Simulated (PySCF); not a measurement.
# C₆H₇FSi: electronic excitations

What electronic excitations should C₆H₇FSi (`FC[SiH2]C#CC1=CC1`) show?

Programs: PySCF 2.14.0, with density-fitted response routines of our own. Each step states its level of theory. These are calculated values for one molecule in the gas phase, unless marked as measured. Atoms are numbered from 0 throughout.

### Step 1. The starting structure

15 atoms, charge 0, multiplicity 1; geometry from: GFN2-xTB.

Bonds of the start (Å): F0–C1 1.38, C1–Si2 1.92, Si2–C3 1.84, C3–C4 1.21, C4–C5 1.37, C5–C6 1.31, C6–C7 1.49, C7–C5 1.51, C1–H8 1.09, C1–H9 1.09, Si2–H10 1.46, Si2–H11 1.46, C6–H12 1.06, C7–H13 1.08, C7–H14 1.08.

### Step 2. TDDFT and polarisability: CAM-B3LYP/def2-SVPD

What the job is given:

```
{"job": {"kind": "uv", "xc": "CAM-B3LYP", "basis": "def2-SVPD", "nstates": 8, "ntriplets": 3}, "charge": 0, "multiplicity": 1}
F      4.442478     0.358181     0.357159
C      3.108443     0.501425     0.025022
Si     2.026594    -0.649626     1.119023
C      0.294792    -0.309402     0.591587
C     -0.857690    -0.085158     0.279769
C     -2.151910     0.140700    -0.112068
C     -3.288909     0.790031    -0.074145
C     -3.251303    -0.356076    -1.027367
H      2.870025     1.559961     0.158956
H      3.029842     0.264985    -1.039431
H      2.384118    -2.043096     0.842596
H      2.212937    -0.289522     2.526161
H     -3.883443     1.574767     0.321393
H     -3.765055    -1.279512    -0.781953
H     -3.175332    -0.169669    -2.093512
```

With the program's defaults for keys left out, this is: TDDFT CAM-B3LYP/def2-SVPD, vertical, gas phase, core orbitals frozen in the response.

On the command line:

```console
$ OMP_NUM_THREADS=1 python probes_run.py task.json out
```

The driver reads the jobs from task.json and runs them one after another.

Log:

```text
coarse grid: 13568 points
cycle   1  E = -621.3947682969  dE =  1.195e+00  |g| = 4.957e-01  |ddm| = 1.206e+01
cycle   2  E = -621.3982678774  dE = -3.500e-03  |g| = 5.568e-01  |ddm| = 2.584e+00
cycle   3  E = -621.4497578000  dE = -5.149e-02  |g| = 6.868e-02  |ddm| = 6.823e-01
cycle   4  E = -621.4505976845  dE = -8.399e-04  |g| = 2.749e-02  |ddm| = 1.618e-01
cycle   5  E = -621.4507580222  dE = -1.603e-04  |g| = 1.470e-02  |ddm| = 1.357e-01
cycle   6  E = -621.4508075838  dE = -4.956e-05  |g| = 3.728e-03  |ddm| = 3.162e-02
cycle   7  E = -621.4508111972  dE = -3.613e-06  |g| = 5.286e-04  |ddm| = 1.106e-02
final grid: 128384 points
cycle   8  E = -621.5517277562  dE = -2.992e-05  |g| = 3.895e-03  |ddm| = 1.364e-01
cycle   9  E = -621.5517271323  dE =  6.239e-07  |g| = 4.630e-03  |ddm| = 1.468e-02
cycle  10  E = -621.5517307623  dE = -3.630e-06  |g| = 3.908e-04  |ddm| = 5.768e-03
cycle  11  E = -621.5517307900  dE = -2.766e-08  |g| = 1.901e-04  |ddm| = 1.599e-03
cycle  12  E = -621.5517307973  dE = -7.310e-09  |g| = 1.012e-04  |ddm| = 5.632e-04
cycle  13  E = -621.5517307999  dE = -2.616e-09  |g| = 1.852e-05  |ddm| = 2.079e-04
cycle  14  E = -621.5517308001  dE = -1.345e-10  |g| = 6.716e-06  |ddm| = 6.087e-05
converged SCF energy = -621.5517308001

Static polarisability (au): isotropic 104.567, principal 74.304 77.798 161.600

Singlet excitations
state   eV       nm        f      main configurations
  1   4.5418    273.0   0.00011   H-1->L 0.96
  2   4.7978    258.4   0.24459   H->L 0.85, H-1->L+1 0.11
  3   5.4443    227.7   0.00023   H->L+1 0.90
  4   6.3701    194.6   0.00304   H-3->L 0.82
  5   6.5189    190.2   0.21792   H-4->L 0.32, H-1->L+1 0.30, H-2->L 0.20
  6   6.7611    183.4   0.00364   H->L+2 0.71, H->L+3 0.12, H->L+4 0.09
  7   7.2502    171.0   0.44369   H-2->L 0.66, H-1->L+1 0.15
  8   7.3047    169.7   0.03507   H->L+3 0.42, H->L+4 0.29, H-2->L+3 0.14

Triplet excitations (Tamm-Dancoff, eV): 2.9584 4.2525 4.9301
```

It took 1.7 min on 1 thread of Arm Neoverse N1, shared host; peak memory 1 GiB.

The orbitals next to the gap, with their largest atomic shares:

```csv
orbital,eV,atoms
HOMO−3,-10.96,"C7 30 %, C6 23 %, C5 13 %"
HOMO−2,-10.18,"C1 27 %, F0 25 %, Si2 16 %"
HOMO−1,-9.14,"C3 32 %, C4 27 %, C7 12 %"
HOMO,-8.30,"C6 24 %, C3 18 %, C5 17 %"
LUMO,-0.61,"C6 25 %, C3 19 %, C5 18 %"
LUMO+1,0.87,"C3 26 %, C4 26 %, Si2 17 %"
LUMO+2,1.19,"Si2 30 %, C4 13 %, C3 12 %"
```

With each of the 8 states as a Gaussian band of 0.4 eV half-width at 1/e, the curve within the window shown has maxima at 258 nm (ε 9,900), 171 nm (ε 20,000) L/(mol cm). Beyond the last state computed it falls off for lack of states. The curve at chosen wavelengths:

(nm, ε (L/mol/cm)): (163, 9007), (169, 18749), (175, 17428), (181, 11586), (187, 10085), (193, 8782), (199, 5384), (205, 2267), (211, 699), (217, 219), (223, 303), (229, 942), (235, 2393), (242, 5129), (248, 7701), (254, 9492), (260, 9852), (266, 8806), (272, 6910), (278, 4843), (284, 3077), (290, 1795), (296, 972), (302, 494), (308, 238), (314, 109)

Leading natural transition orbitals of singlet state 7: the hole lies on C1 33 %; F0 24 %; Si2 15 %; the particle on C3, C6 about 20 % each; C4 15 %; C5 11 %.

Leading natural transition orbitals of singlet state 1: the hole lies on C3 39 %; C4 27 %; C5, C7 about 10 % each; the particle on C3, C6 about 25 % each; C4, C5 about 16 % each.

Further results of this job:

```csv
property,computed
dipole moment (D),2.47
polarisability (Å³),15.50
HOMO–LUMO gap (eV),7.69
−ε(HOMO) (eV),8.30
```

The fields below are evaluated on a grid from the run's orbitals.

Frontier orbitals at CAM-B3LYP/def2-SVPD, with the share of their density that lies nearest to each atom:

```csv
orbital,energy (eV),lies on
HOMO,-8.30,"C3, C6 about 24 % each; C5 17 %; C4 10 %"
LUMO,-0.61,"C3, C6 about 23 % each; C5 17 %; C4 13 %"
```

ELF in a plane through or near 6 of the atoms.

Ten even steps from '0' (0.00) to '9' (0.96):
```
0000000000000000000000000000
0000000000000000000000000000
0000000000000000000000000000
0000000000000000000000000000
0000000121000000000000000000
0000210475000000001000000000
0002561697100110023110000000
0004885455001342155333200000
0004848235115676566578410000
0003895599457784843689610000
0002571483196286642677410000
0000220217595192676423100000
0000000108588587644201000000
0000000231057666401000000000
0000000144212443100000000000
0000000012100000000000000000
0000000000000000000000000000
0000000000000000000000000000
0000000000000000000000000000
0000000000000000000000000000
```
The map spans 14.0 Å across and 8.7 Å up, centred on the molecule. Atoms in the plane (x, y in Å): F0 (-4.4, 0.6), C1 (-3.0, 0.8), Si2 (-2.2, -0.9), C3 (-0.4, -0.5), C4 (0.8, -0.3), C5 (2.2, 0.0).

log10 of the density (e/Å³) in the same plane.

Values, 10 rows by 14 columns:
```
-4.0 -4.0 -4.0 -4.0 -4.0 -4.0 -4.0 -4.0 -4.0 -4.0 -4.0 -4.0 -4.0 -4.0
-4.0 -4.0 -4.0 -3.4 -3.1 -3.5 -4.0 -4.0 -4.0 -4.0 -4.0 -4.0 -4.0 -4.0
-4.0 -3.6 -2.8 -2.2 -1.7 -2.3 -3.4 -3.8 -3.6 -2.9 -2.9 -3.4 -4.0 -4.0
-4.0 -2.6 -0.9 -0.6  0.0 -1.4 -2.2 -2.0 -1.9 -1.4 -1.3 -1.9 -3.1 -4.0
-4.0 -2.1  0.3  0.4  0.6 -0.9 -1.0 -0.7 -0.5 -0.1 -0.1 -1.0 -2.5 -4.0
-4.0 -2.6 -0.8 -0.7 -0.1 -0.4  0.1  0.4  0.3  0.6  0.0 -0.9 -2.4 -4.0
-4.0 -3.5 -2.4 -1.6 -0.2  0.8  0.0 -0.1 -0.5 -0.8 -1.1 -1.6 -2.8 -4.0
-4.0 -4.0 -3.4 -1.9 -0.8 -0.9 -1.3 -1.4 -1.8 -2.2 -2.3 -2.5 -3.5 -4.0
-4.0 -4.0 -4.0 -2.8 -2.1 -2.1 -2.7 -2.9 -3.4 -4.0 -3.9 -4.0 -4.0 -4.0
-4.0 -4.0 -4.0 -3.9 -3.3 -3.4 -4.0 -4.0 -4.0 -4.0 -4.0 -4.0 -4.0 -4.0
```
The map spans 14.0 Å across and 8.7 Å up, centred on the molecule. Atoms in the plane (x, y in Å): F0 (-4.4, 0.6), C1 (-3.0, 0.8), Si2 (-2.2, -0.9), C3 (-0.4, -0.5), C4 (0.8, -0.3), C5 (2.2, 0.0).

On the surface of density 0.002 e/bohr³ the electrostatic potential runs, from the 1st to the 99th percentile, from -1.06 V near F0 to 1.26 V near H12.

### Step 3. Results

```
                                quantity                        value
    lowest singlet (CAM-B3LYP/def2-SVPD)  4.54 eV (273 nm), f = 0.000
brightest single state of those computed  state 7, 7.25 eV, f = 0.444
                          lowest triplet                      2.96 eV
   surface potential, 1st and 99th percentile           -1.06 V and 1.26 V
```

What this shows: The first singlet state (HOMO−1→LUMO 0.96) lies at 4.54 eV and is dark; of the 8 states computed, the strongest absorption comes from state 7 at 7.25 eV. The lowest triplet lies 1.58 eV below the lowest singlet (triplets in Tamm-Dancoff, singlets in full TDDFT). At CAM-B3LYP/def2-SVPD, counted by nearest atom on the grid, the HOMO lies on C3, C6 about 24 % each; C5 17 %, the LUMO on C3, C6 about 23 % each; C5 17 %.
